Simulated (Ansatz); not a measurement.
Below is the output of a Python script on Ansatz 0.2.0, Python API that makes a comparison of functionals at one structure of BaReO₃, space group Pm-3m. Write a script that gives it. Use (first run): BLYP, PAW files from the folder soft_1, the default cutoff (420 eV here), 6×6×6 k-points, Methfessel-Paxton smearing of 0.1 eV. The script varies functional: blyp, lda, pbesol.

```
CELL_PARAMETERS angstrom
4.06473 0.00000 0.00000
0.00000 4.06473 0.00000
0.00000 0.00000 4.06473
ATOMIC_POSITIONS crystal
Ba 0.00000 0.00000 0.00000
Re 0.50000 0.50000 0.50000
O 0.50000 0.50000 0.00000
O 0.50000 0.00000 0.50000
O 0.00000 0.50000 0.50000
```

```console
$ python run_xc.py
functional,F/atom (eV),iterations,k-points
blyp,-3714.67593,7,20
lda,-3611.43827,7,20
pbesol,-3657.29234,7,20
```

One script that gives this output:

`run_xc.py`:
```python
"""One structure of BaReO3 under several functionals."""

import csv
import warnings

import ansatz as az


def main() -> None:
    warnings.simplefilter("ignore", az.DeckWarning)

    crystal = (
        az.Lattice.from_parameters(4.064732, 4.064732, 4.064732, alpha=90.0, beta=90.0, gamma=90.0)
        .atom("Ba", (0.0, 0.0, 0.0))
        .atom("Re", (0.5, 0.5, 0.5))
        .atom("O", (0.5, 0.5, 0.0))
        .atom("O", (0.5, 0.0, 0.5))
        .atom("O", (0.0, 0.5, 0.5))
    )

    calc = (
        crystal.calculation()
        .pseudopotentials("paw", azcp={"folder": "soft_1"})
        .kpoints(6, center="gamma")
        .occupations(az.OccupationsMethod.METHFESSEL_PAXTON, width=0.1)
    )

    rows = []
    for value in ["blyp", "lda", "pbesol"]:
        report = calc.functional(value).run(threads=1).report
        rows.append((value, report["free_energy_ev"] / len(report["lattice"]["sites"]), report["n_iterations"], report["n_kpoints"]))

    with open("xc.csv", "w", newline="") as handle:
        writer = csv.writer(handle)
        writer.writerow(["functional", "F/atom (eV)", "iterations", "k-points"])
        writer.writerows([round(v, 5) if isinstance(v, float) else v for v in row] for row in rows)
    print(open("xc.csv").read())


if __name__ == "__main__":
    main()
```

Caveats:
- The cell holds an odd number of electrons and is run without spin, so a magnetic state may lie lower.
- BLYP can be off by several per cent in the lattices of metals, and by several GPa in the pressure at a fixed cell.
- For a metal this k-point mesh is coarse: on a finer one energies can move by several to tens of meV an atom and pressures by half a GPa or more, differences at one mesh by less.
- The PAW files read here were made with PBE, not with each functional that runs on them.
- Spin-orbit coupling, which matters for elements this heavy, is left out.
- This cell is a computed structure, which may not be the phase found in nature.
- Total energies of different functionals can't be compared; pressures, moments and gaps at this one structure can.
- The script silences the warnings on its input, which a real study should read.
- Timing: 5.5 s on 1 thread of Intel(R) Xeon(R) Processor @ 2.30GHz (shared host), peak memory 0.53 GiB.
